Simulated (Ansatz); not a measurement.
**GdN (Fm-3m): equation of state**

One table from this session's results is given with a row withheld; the runs are named, their logs left out.

Computed with Ansatz 0.2.0 (DFT r²SCAN, scalar-relativistic, plane waves, PAW, unless a step's input says otherwise).

**The starting structure**

Symmetry: Fm-3m, No. 225, cubic system. Conventional cell: a = 4.973 Å, b = 4.973 Å, c = 4.973 Å, α = 90.00°, β = 90.00°, γ = 90.00°. Around Gd (site symmetry m-3m) lie 6 N at 2.49 Å. N (site symmetry m-3m) is surrounded by 6 Gd at 2.49 Å.

Structure file:

```cif
data_structure
_symmetry_space_group_name_H-M 'Fm-3m'
_symmetry_Int_Tables_number 225
_cell_length_a 4.9732
_cell_length_b 4.9732
_cell_length_c 4.9732
_cell_angle_alpha 90.000
_cell_angle_beta 90.000
_cell_angle_gamma 90.000
_cell_volume 123.00
loop_
_atom_site_label
_atom_site_type_symbol
_atom_site_symmetry_multiplicity
_atom_site_Wyckoff_symbol
_atom_site_fract_x
_atom_site_fract_y
_atom_site_fract_z
_atom_site_occupancy
Gd1 Gd 4 a 0.00000 0.00000 0.00000 1
N1 N 4 b 0.50000 0.00000 0.00000 1
```

An earlier run at r²SCAN left this cell at 15.375 Å³/atom and 0.05 GPa (12×12×12 mesh).

Volume factors to run: 0.980, 1.020, 0.960, 1.040.

Set-up of the first run:

File input.yaml:

```yaml
crystal:
  lattice:
    - [0.0, 2.4698904419, 2.4698904419]
    - [2.4698904419, 0.0, 2.4698904419]
    - [2.4698904419, 2.4698904419, 0.0]
  atoms:
    - { symbol: Gd, position: [0.0, 0.0, 0.0], spin: 7.62 }
    - { symbol: "N", position: [0.5, 0.5, 0.5] }
basis:
  ecutwfc: 500
  ecutrho_ratio: 4
kpoints:
  mp_grid: { grid: [12, 12, 12] }
hamiltonian:
  xc: r2scan
scf:
  occupations: { method: gaussian, width: 0.05 }
output:
  forces: true
  stress: true
  eigenvalues: true
  populations: true
magnetization:
  spin_polarized: true
```

The run is started by

```
$ ansatz run input.yaml --threads 4 --pin off --max-ram 10240MiB --backend cpu --events-out ev --progress --plain --runs-dir out
```

Among the steps run: At 0.980 of the relaxed volume; Scaling the volume by 1.020; Scaling the volume by 0.960; Volume × 1.040.

One table of the session follows, with a row left open; its other results are not shown here.

It belongs to the step «Energy and pressure against volume». 

| volume (Å³/atom) | energy (meV/atom) | pressure (GPa) |
| --- | --- | --- |
| 14.760 | 13.29 | 7.11 |
| 15.067 | ? | ? |
| 15.375 | 0.00 | 0.05 |
| 15.682 | 2.86 | -2.98 |
| 15.990 | 11.25 | -5.71 |

Estimate the missing values for volume (Å³/atom) = 15.067.

Worked estimate for «energy (meV/atom)». A straight line through the neighbours (14.760, 13.29) and (15.375, 0.00) gives 13.29 + (0.00 − 13.29) × (15.067 − 14.760) / (15.375 − 14.760) = 6.66; a parabola fitted to 3 rows on both sides gives 3.48.

As computed: energy (meV/atom): 3.26; pressure (GPa): 3.40. In «energy (meV/atom)» the line misses by +3.40 and the parabola by +0.22.

To keep in mind: Warnings in the runs' records: stability check not made.
